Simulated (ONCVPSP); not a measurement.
**An ONCV potential for Cu, from input to tests**

Aim: build the potential from the settings below, then test how well it stands in for the atom: other configurations, scattering, ghost states and the plane-wave cutoff that it needs.

Program: ONCVPSP 4.0.1. Reference atom: PBE, scalar-relativistic, spherical and spin-unpolarised. All values are calculated.

**1. Settings**

The settings as typed:

- element: copper (Cu, Z = 29)
- type: optimised norm-conserving Vanderbilt (ONCV)
- frozen core: [Ar]
- valence charge: 11
- reference configuration: 3d10 4s1
- partial waves: 4s: rc 2.45 bohr, ncon 4, nbas 7, qcut 2.5 1/bohr, 2 projectors, debl 2.7 Ha; p scattering state at 0.38 Ha: rc 2.65 bohr, ncon 3, nbas 6, qcut 2.7 1/bohr, 2 projectors, debl 3.6 Ha; 3d: rc 0.95 bohr, ncon 5, nbas 10, qcut 14.6 1/bohr, 2 projectors, debl 0.8 Ha
- local potential: polynomial inside 0.75 bohr (lpopt 2, dvloc0 2 Ha)
- core correction: Teter function, fcfact 2, rcfact 1.35

An earlier all-electron run gives the scale for the radii.

All-electron outer shells of the reference configuration (PBE, scalar-relativistic, ld1.x):

| shell | level (eV) | outermost node (bohr) | outermost maximum (bohr) |
| --- | --- | --- | --- |
| 3p | -72.14 | 0.26 | 0.62 |
| 3d | -5.04 | – | 0.60 |
| 4s | -4.61 | 0.89 | 2.27 |
| 4p | -0.70 | 0.97 | 3.65 |

**2. The generation run**

Cu.dat reads:

```
# ATOM AND REFERENCE CONFIGURATION
# atsym  z   nc   nv     iexc    psfile
  Cu 29.00    5    2        4      upf
#
#   n    l    f
    1    0    2.00
    2    0    2.00
    2    1    6.00
    3    0    2.00
    3    1    6.00
    3    2   10.00
    4    0    1.00
#
# PSEUDOPOTENTIAL AND OPTIMIZATION
# lmax
    2
#
#   l,   rc,      ep,       ncon, nbas, qcut
    0    2.45    0.00    4    7    2.50
    1    2.65    0.38    3    6    2.70
    2    0.95    0.00    5   10   14.60
#
# LOCAL POTENTIAL
# lloc, lpopt,  rc(5),   dvloc0
    4    2    0.75    2.00
#
# VANDERBILT-KLEINMAN-BYLANDER PROJECTORs
# l, nproj, debl
    0    2    2.70
    1    2    3.60
    2    2    0.80
#
# MODEL CORE CHARGE
# icmod, fcfact, rcfact
    3    2.00    1.35
#
# LOG DERIVATIVE ANALYSIS
# epsh1, epsh2, depsh
   -2.00    5.00    0.02
#
# OUTPUT GRID
# rlmax, drl
    6.00    0.01
#
# TEST CONFIGURATIONS
# ncnf
    4
# nvcnf
#   n    l    f
    2
    3    2   10.00
    4    0    0.00
#
    2
    3    2    9.00
    4    0    0.00
#
    2
    3    2    8.00
    4    0    0.00
#
    3
    3    2   10.00
    4    0    0.00
    4    1    1.00
#
```

Started as:

```sh
oncvpsp.x < Cu.dat > Cu.out
```

Q: Predict the outcome of this session. Wanted: cutoffs for 1 and 0.1 mHa per electron, occupied waves; bound ghosts; GHOST(+) flags; largest test error; largest phase difference near zero energy, channels read; rms error of d²Exc/dn², without and with the model core; projector energies reset by the program.

The runs gave:

| quantity | value |
| --- | --- |
| cutoffs for 1 and 0.1 mHa per electron, occupied waves | 98 Ha and 218 Ha |
| bound ghosts | none found |
| GHOST(+) flags | s at 22 eV, p at 113 eV |
| largest test error (AE − PS) | -5.9 meV, for 3d9 4s0 (1 test unsolved) |
| largest phase difference near zero energy, channels read | 0.004 rad |
| rms error of d²Exc/dn², without and with the model core | 7.76 and 4.94 mHa |
| projector energies reset by the program | p: 0.050, 3.650 Ha |

The worst unpolarised test, 3d9 4s0, is off by 5.9 meV on 29.5 eV; by total energies transferability rates as good where solved. Of the tests 1 gave no usable energy difference, which is a warning in itself. It counts as very hard, with 98 Ha needed at the looser tolerance. At the looser tolerance the 3d wave is the slowest; 4s needs 7 Ha. The program's ghost test flags no bound state. Near zero energy the phases of the channels with partial waves agree within 0.004 rad. The program also flags highly localised states, GHOST(+) (s, p). These are tests on the free atom; a crystal test is still owed.
